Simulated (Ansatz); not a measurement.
# H2C2O (C4H4O2): the cost of one run

Computed with Ansatz 0.2.0 (DFT PBE+D3(BJ), scalar-relativistic, plane waves, PAW, unless a step's input says otherwise).

## (1) The structure to begin with

It takes space group P2_1 (No. 4, monoclinic). Conventional cell: a = 3.913 Å, b = 7.107 Å, c = 7.849 Å, α = 90.00°, β = 100.42°, γ = 90.00°. H (site symmetry 1) is surrounded by 1 C at 0.96 Å. H (site symmetry 1) is surrounded by 1 O at 0.91 Å. C (site symmetry 1) has 3 H at 0.96 Å as nearest neighbours. Around C (site symmetry 1) lie 1 C at 1.18 Å. C (site symmetry 1) is surrounded by 2 O at 1.20 to 1.32 Å. Only part of the 10 independent sites is listed.

Structure file:

```cif
data_structure
_symmetry_space_group_name_H-M 'P2_1'
_symmetry_Int_Tables_number 4
_cell_length_a 3.9127
_cell_length_b 7.1074
_cell_length_c 7.8489
_cell_angle_alpha 90.000
_cell_angle_beta 100.422
_cell_angle_gamma 90.000
_cell_volume 214.67
loop_
_atom_site_label
_atom_site_type_symbol
_atom_site_symmetry_multiplicity
_atom_site_Wyckoff_symbol
_atom_site_fract_x
_atom_site_fract_y
_atom_site_fract_z
_atom_site_occupancy
H1 H 2 a 0.99070 0.35040 0.00650 1
H2 H 2 a 0.26070 0.21870 0.94060 1
H3 H 2 a 0.87970 0.23250 0.83670 1
H4 H 2 a 0.40900 0.97500 0.60100 1
C1 C 2 a 0.06640 0.30110 0.90560 1
C2 C 2 a 0.16890 0.45450 0.80500 1
C3 C 2 a 0.36310 0.72340 0.61550 1
C4 C 2 a 0.25320 0.57970 0.72310 1
O1 O 2 a 0.46640 0.69260 0.48290 1
O2 O 2 a 0.34190 0.89420 0.67860 1
```

Source of the structure: the Crystallography Open Database.

(A quick probe on a coarse mesh, which set the mesh and smearing, is not shown.)

## (3) A loose first relaxation

input.yaml reads:

```yaml
crystal:
  lattice:
    - [3.9127, 0.0, 0.0]
    - [0.0, 7.1074, 0.0]
    - [-1.4198408642, 0.0, 7.7194095066]
  atoms:
    - { symbol: H, position: [0.9907, 0.3504, 0.0065] }
    - { symbol: H, position: [0.0093, 0.8504, 0.9935] }
    - { symbol: H, position: [0.2607, 0.2187, 0.9406] }
    - { symbol: H, position: [0.7393, 0.7187, 0.0594] }
    - { symbol: H, position: [0.8797, 0.2325, 0.8367] }
    - { symbol: H, position: [0.1203, 0.7325, 0.1633] }
    - { symbol: H, position: [0.409, 0.975, 0.601] }
    - { symbol: H, position: [0.591, 0.475, 0.399] }
    - { symbol: C, position: [0.0664, 0.3011, 0.9056] }
    - { symbol: C, position: [0.9336, 0.8011, 0.0944] }
    - { symbol: C, position: [0.1689, 0.4545, 0.805] }
    - { symbol: C, position: [0.8311, 0.9545, 0.195] }
    - { symbol: C, position: [0.3631, 0.7234, 0.6155] }
    - { symbol: C, position: [0.6369, 0.2234, 0.3845] }
    - { symbol: C, position: [0.2532, 0.5797, 0.7231] }
    - { symbol: C, position: [0.7468, 0.0797, 0.2769] }
    - { symbol: O, position: [0.4664, 0.6926, 0.4829] }
    - { symbol: O, position: [0.5336, 0.1926, 0.5171] }
    - { symbol: O, position: [0.3419, 0.8942, 0.6786] }
    - { symbol: O, position: [0.6581, 0.3942, 0.3214] }
basis:
  ecutwfc: 420
kpoints:
  mp_grid: { grid: [6, 4, 4] }
hamiltonian:
  xc: pbe
  dispersion: d3bj
scf:
  occupations: { method: gaussian, width: 0.1 }
output:
  forces: true
  stress: true
  eigenvalues: true
relax:
  adjacent_minimum: "off"
  f_tol: 0.05
  max_steps: 70
  cell: { stress_tol: 0.5 }
```

The run is started by

```
$ ansatz run input.yaml --threads 4 --pin off --max-ram 9216MiB --backend cpu --events-out ev --progress --plain --runs-dir out
```

**Question.** How long does this run take on 4 threads of Arm Neoverse V1, shared host, and how much memory does it need?

About 2.2 min, with a peak of 0.77 GiB.
